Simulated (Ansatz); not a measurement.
Write a Python script for Ansatz's Python interface that makes a small convex hull of the Mg-Au system. Settings (first run): PBEsol, PAW, cutoff 460 eV, 11×11×11 k-points, Fermi-Dirac smearing of 0.1 eV.

`hull_mgau3.py`:
```python
# -*- coding: utf-8 -*-
from collections import Counter
import csv
import warnings

import ansatz as az
import numpy as np
from scipy.spatial import ConvexHull

PHASES = {
    "MgAu3 Pm-3m": (
        [[4.10652732, 0.0, 0.0], [0.0, 4.10652732, 0.0], [0.0, 0.0, 4.10652732]],
        [
            ("Mg", [0.0, 0.0, 0.0]),
            ("Au", [0.5, 0.5, 0.0]),
            ("Au", [0.5, 0.0, 0.5]),
            ("Au", [0.0, 0.5, 0.5]),
        ],
    ),
    "MgAu Pm-3m": (
        [[3.259, 0.0, 0.0], [0.0, 3.259, 0.0], [0.0, 0.0, 3.259]],
        [
            ("Mg", [0.5, 0.5, 0.5]),
            ("Au", [0.0, 0.0, 0.0]),
        ],
    ),
    "Mg": (
        [[3.2093, 0.0, 0.0], [-1.60465, 2.77933533, 0.0], [0.0, 0.0, 5.2103]],
        [
            ("Mg", [1 / 3, 2 / 3, 0.25]),
            ("Mg", [2 / 3, 1 / 3, 0.75]),
        ],
    ),
    "Au": (
        [[0.0, 2.035, 2.035], [2.035, 0.0, 2.035], [2.035, 2.035, 0.0]],
        [
            ("Au", [0.0, 0.0, 0.0]),
        ],
    ),
}


def build(vectors, sites):
    crystal = az.Crystal(lattice=az.Lattice.of(vectors))
    for symbol, position in sites:
        crystal = crystal.atom(symbol, position)
    return crystal


def ground_state(name, crystal):
    calc = (
        crystal.calculation()
        .functional("pbesol")
        .basis(460)
        .kpoints(spacing=0.15)
        .occupations("fermi_dirac", width=0.1)
    )
    calc = calc.relax(force_tolerance=0.01, max_steps=40, cell=True)
    return calc.run(threads=1, pin="off")


def counts(outcome):
    return Counter(site.symbol for site in outcome.lattice.sites)

def formation_energy(outcome, mu):
    n = counts(outcome)
    return (outcome.report["energy_sigma0_ev"] - sum(k * mu[element] for element, k in n.items())) / sum(n.values())


def main():
    warnings.simplefilter("ignore", az.DeckWarning)

    phases = {name: build(*cell) for name, cell in PHASES.items()}

    done = {}
    for name, crystal in phases.items():
        done[name] = ground_state(name, crystal)
        print(f"{name}: {done[name].report['energy_sigma0_ev']:.4f} eV, {len(done[name].lattice.sites)} atoms")

    references = {"Mg": "Mg", "Au": "Au"}
    mu = {element: done[name].report["energy_sigma0_ev"] / len(done[name].lattice.sites) for element, name in references.items()}
    points = sorted((counts(o)["Au"] / len(o.lattice.sites), formation_energy(o, mu), name) for name, o in done.items())

    xy = np.array([(x, e) for x, e, _ in points] + [(0.5, 10.0)])
    hull = sorted(tuple(xy[i]) for i in ConvexHull(xy).vertices if xy[i, 1] < 5)
    rows = [(name, x, e, e - np.interp(x, *zip(*hull))) for x, e, name in points]
    with open("hull.csv", "w", newline="") as handle:
        writer = csv.writer(handle)
        writer.writerow(["phase", "x(Au)", "E_form (eV/atom)", "above hull (eV/atom)"])
        writer.writerows([round(v, 4) if isinstance(v, float) else v for v in row] for row in rows)
    print(open("hull.csv").read())
    print("on the hull of these phases:", ", ".join(row[0] for row in rows if row[3] < 1e-6))


if __name__ == "__main__":
    main()
```

`python hull_mgau3.py` gives:
```text
MgAu3 Pm-3m: -40934.9677 eV, 4 atoms
MgAu Pm-3m: -14920.3418 eV, 2 atoms
Mg: -3824.0971 eV, 2 atoms
Au: -13007.1005 eV, 1 atoms
phase,x(Au),E_form (eV/atom),above hull (eV/atom)
Mg,0.0,0.0,0.0
MgAu Pm-3m,0.5,-0.5964,0.0
MgAu3 Pm-3m,0.75,-0.4044,0.0
Au,1.0,0.0,0.0

on the hull of these phases: Mg, MgAu Pm-3m, MgAu3 Pm-3m, Au
```

Total energies depend on the potentials; only differences at equal settings carry meaning. Spin-orbit coupling, which matters for elements this heavy, is left out. The cells come from databases of deposited and of computed structures, and not all need be stable phases. Differences under 10 to 15 meV an atom lie within the error of mesh and functional, so such verdicts may flip; only the cells listed enter the hull. Hardware and time: 82 s on 1 thread of Arm Neoverse V1, on a shared host, peak memory 0.53 GiB.
